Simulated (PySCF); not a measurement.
# BeSe+: from the state search to spectroscopic constants

An exercise on one series of results from a longer session: the logs are not shown, and one member is left open.

The runs use PySCF 2.14.0; Be pcseg-1, Se pcseg-1, no relativity.

The first run:

The job is set up so:

```yaml
atoms: Be, Se
charge: 1
basis: Be pcseg-1, Se pcseg-1
Hamiltonian: no relativity
basis_functions: 36
electrons_treated: 37
masses_in_u: 9.0122, 79.9165
levels: PBE0, PBE, r²SCAN, B97-3, BHandHLYP, revPBE, LC-ωPBE, HF, MP2, SCS-MP2, CCSD, CCSD(T)
grid: 80 radial by 434 angular points
occupations: held fixed by the projection of orbital angular momentum
dissociation_limit: Be+ + Se, each in its ground configuration
starting_distance_in_angstrom: 2.175
values_of_2S_to_try: 1, 3
```

The run is started by

```sh
OMP_NUM_THREADS=1 python dia.py task.json out
```

Steps of the session up to this table: Input; PBE0 along the bond; Other states along the same grid; PBE (GGA); r²SCAN (meta-GGA); B97-3 (global hybrid GGA); BHandHLYP; revPBE; LC-ωPBE; UHF (mean field); MP2 and coupled cluster.

One of the session's tables, all rows but one given; the rest of the session is left out.

It belongs to the step «Constants by level of theory». Differences from CCSD(T) in the same basis:

```
      level  Re (mÅ)  ωe (%)
        UHF      -26    +5.2
    UHF-MP2      -12    +4.1
UHF-SCS-MP2       -9    +2.8
   UHF-CCSD       -5    +0.7
        PBE        ?       ?
     revPBE      -15    +1.5
     r²SCAN      -30    +5.4
       PBE0      -35    +5.8
      B97-3      -35    +6.0
  BHandHLYP      -41    +6.6
    LC-ωPBE      -52    +9.7
```

Estimate the missing values for PBE.

As computed: Re (mÅ): -22; ωe (%): +2.6. In the column «Re (mÅ)» it lies between UHF (-26) and revPBE (-15).

Hartree–Fock makes the bond too short and too stiff against this reference, as it mostly does. CCSD(T) in a basis this small is itself some way from its limit, more so than the functionals.
